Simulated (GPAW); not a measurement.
Here is a GPAW 26.7.0 calculation.

run.py

```python
from ase import Atoms
from ase.dft.bandgap import bandgap
from ase.io import write
from ase.units import GPa
from gpaw import GPAW, PW

atoms = Atoms(['Mo', 'Se'],
              cell=[[3.50022959, 0.0, 0.0],
                    [0.0, 3.50022959, 0.0],
                    [0.0, 0.0, 3.50022959]],
              scaled_positions=[[0.0, 0.0, 0.0],
                                [0.5, 0.5, 0.5]],
              pbc=True)

calc = GPAW(mode=PW(600),
            xc='LDA',
            kpts={'size': (8, 8, 8), 'gamma': True},
            occupations={'name': 'fermi-dirac', 'width': 0.05},
            setups={'Mo': ':d,2.0'},
            nbands=20,
            convergence={'density': 1e-05, 'energy': 1e-05},
            maxiter=150,
            txt='gpaw.txt')
atoms.calc = calc
energy = atoms.get_potential_energy()
forces = atoms.get_forces()
stress = atoms.get_stress()
calc.write('gs.gpw')
write('result.traj', atoms)
print(f'Energy: {energy:.6f} eV')
print('Forces (eV/A):')
print(forces.round(4))
print('Stress (GPa):', (stress / GPa).round(3))
print('Fermi level:', round(calc.get_fermi_level(), 4), 'eV')
print(f'Gap: {bandgap(calc)[0]:.4f} eV, direct: {bandgap(calc, direct=True)[0]:.4f} eV')
```

Potentials or basis: the program's PAW data sets (release 1.2.1) made for this functional, pw.

The run is started by

```bash
$ OMP_NUM_THREADS=1 python run.py
```

(1) Estimate the band gap on the k mesh.

(2) What does it give for the pressure?

## Answers

(1) none (metal or under the smearing width).

(2) -31.7 GPa.

Caveat: a pressure of tens of GPa on the cell as given is suspect, and the run, the potentials or the cell itself is likely at fault; U without spin polarisation on a metal has little footing.
